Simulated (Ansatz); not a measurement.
# CaHfO: the cost of one run

Program: Ansatz 0.2.0. Level of theory: DFT PBE, scalar-relativistic, plane waves, PAW. These are calculated values, not measurements.

1 further run of the same task is left out (it didn't finish).

## Step 1: The structure to begin with

It takes space group P4/nmm (No. 129, tetragonal). The conventional cell has a = 4.060 Å, b = 4.060 Å, c = 5.770 Å, α = 90.00°, β = 90.00°, γ = 90.00°. Ca (site symmetry 4mm) has 4 O at 2.37 Å and 4 Hf at 2.63 Å as nearest neighbours. Hf (site symmetry -4m2) has 4 Ca at 2.63 Å and 4 Hf at 2.87 Å and 2 O at 2.89 Å as nearest neighbours. Around O (site symmetry -4m2) lie 4 Ca at 2.37 Å and 2 Hf at 2.89 Å.

Coordinates:

```
Ca Hf O
1.0
     4.05987    0.00000    0.00000
     0.00000    4.05987    0.00000
     0.00000    0.00000    5.77015
Ca Hf O
2 2 2
Direct
  0.50000 0.00000 0.71148
  0.00000 0.50000 0.28852
  0.50000 0.50000 0.00000
  0.00000 0.00000 0.00000
  0.00000 0.00000 0.50000
  0.50000 0.50000 0.50000
```

The cell is invented: species swapped into a database cell of YOF (P4/nmm, No. 129), with Ca on the Y sites and Hf on the F sites. Lengths come from tabulated atomic sizes and are only a guess.

## Step 2: A first look at the guess

The input, input.yaml:

```yaml
crystal:
  lattice:
    - [4.05987452, 0.0, 0.0]
    - [0.0, 4.05987452, 0.0]
    - [0.0, 0.0, 5.77014577]
  atoms:
    - { symbol: Ca, position: [0.5, 0.0, 0.71147549] }
    - { symbol: Ca, position: [0.0, 0.5, 0.28852451] }
    - { symbol: Hf, position: [0.5, 0.5, 0.0] }
    - { symbol: Hf, position: [0.0, 0.0, 0.0] }
    - { symbol: O, position: [0.0, 0.0, 0.5] }
    - { symbol: O, position: [0.5, 0.5, 0.5] }
basis:
  ecutwfc: 420
kpoints:
  mp_grid: { grid: [4, 4, 4] }
hamiltonian:
  xc: pbe
scf:
  occupations: { method: gaussian, width: 0.1 }
  lower_state_search: "off"
output:
  forces: true
  stress: true
  eigenvalues: true
```

Run with:

```console
> ansatz run input.yaml --threads 1 --pin off --max-ram 2560MiB --backend cpu --events-out ev --progress --plain --runs-dir out
```

What time and memory should one allow on 1 thread of Arm Neoverse V2, shared host?

About 6.2 s, with a peak of 0.38 GiB.
